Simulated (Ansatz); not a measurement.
# CH₃AlClFSSi: small, medium and large basis sets

How large a basis does CH₃AlClFSSi need? Two functionals are run in growing sets.

Method: one geometry, several basis sets; program: Ansatz 0.2.0, Gaussian basis.

Levels to be run: PBE0-D4/def2-SVP; ωB97M-V/def2-SVP; PBE0-D4/def2-QZVPP; ωB97M-V/def2-QZVPP; the functionals' def2-TZVPP values are taken from earlier runs.

## (1) The geometry

An earlier PBE0-D4 in a triple-zeta def2 set relaxation fixed the geometry.

SMILES `F[SiH]1C[S][Al]1[Cl]`, 9 atoms, charge 0, spin multiplicity 1.

Atoms are counted from 1 here; the program's logs count them from 0.

Bond lengths: F1–Si2 1.605 Å, Si2–C3 1.901 Å, Si2–Al5 2.401 Å, Si2–H7 1.489 Å, C3–S4 1.841 Å, C3–H8 1.092 Å, C3–H9 1.091 Å, S4–Al5 2.190 Å, Al5–Cl6 2.086 Å. Angles: F1–Si2–C3 113.3°, F1–Si2–Al5 126.5°, F1–Si2–H7 106.6°, C3–Si2–Al5 81.9°, C3–Si2–H7 109.8°, Al5–Si2–H7 115.9°, Si2–C3–S4 104.8°, Si2–C3–H8 112.8°, Si2–C3–H9 112.5°, S4–C3–H8 108.2°, S4–C3–H9 109.3°, H8–C3–H9 109.0°, C3–S4–Al5 89.3°, Si2–Al5–S4 80.3°, Si2–Al5–Cl6 151.0°, S4–Al5–Cl6 128.6°.

## (2) PBE0-D4 in def2-SVP

Input file in.yaml:

```yaml
crystal:
  periodic: [false, false, false]
  atoms:
    - {symbol: F, position_ang: [0.991621, -1.743998, -1.445328]}
    - {symbol: Si, position_ang: [0.847576, -0.405853, -0.571761]}
    - {symbol: C, position_ang: [-0.123835, -0.661563, 1.041655]}
    - {symbol: S, position_ang: [-1.119707, 0.874676, 1.238610]}
    - {symbol: Al, position_ang: [-0.781334, 1.331265, -0.876526]}
    - {symbol: Cl, position_ang: [-1.687376, 2.795170, -2.053646]}
    - {symbol: H, position_ang: [2.231174, 0.048273, -0.259600]}
    - {symbol: H, position_ang: [0.523778, -0.763131, 1.914728]}
    - {symbol: H, position_ang: [-0.793397, -1.521039, 0.994768]}
basis:
  gaussian: {orbitals: def2-SVP}
hamiltonian: {xc: pbe0, dispersion: d4}
output: {orbitals: {seedname: orbitals}}
```

After this run come: ωB97M-V in def2-SVP; PBE0-D4 in def2-QZVPP; ωB97M-V in def2-QZVPP.

Q: Predict the results of all the runs planned. Wanted: PBE0-D4: double and triple zeta above quadruple; ωB97M-V: double and triple zeta above quadruple.

**Answer**, as computed:

| quantity | value |
| --- | --- |
| PBE0-D4: double and triple zeta above quadruple | 19.32, 1.36 eV |
| ωB97M-V: double and triple zeta above quadruple | 19.26, 1.29 eV |

What this shows: For PBE0-D4 the step from double to triple zeta gains 17.96 eV and the next only 1.36 eV. Total energies overstate the basis error of differences, where much of it tends to cancel.
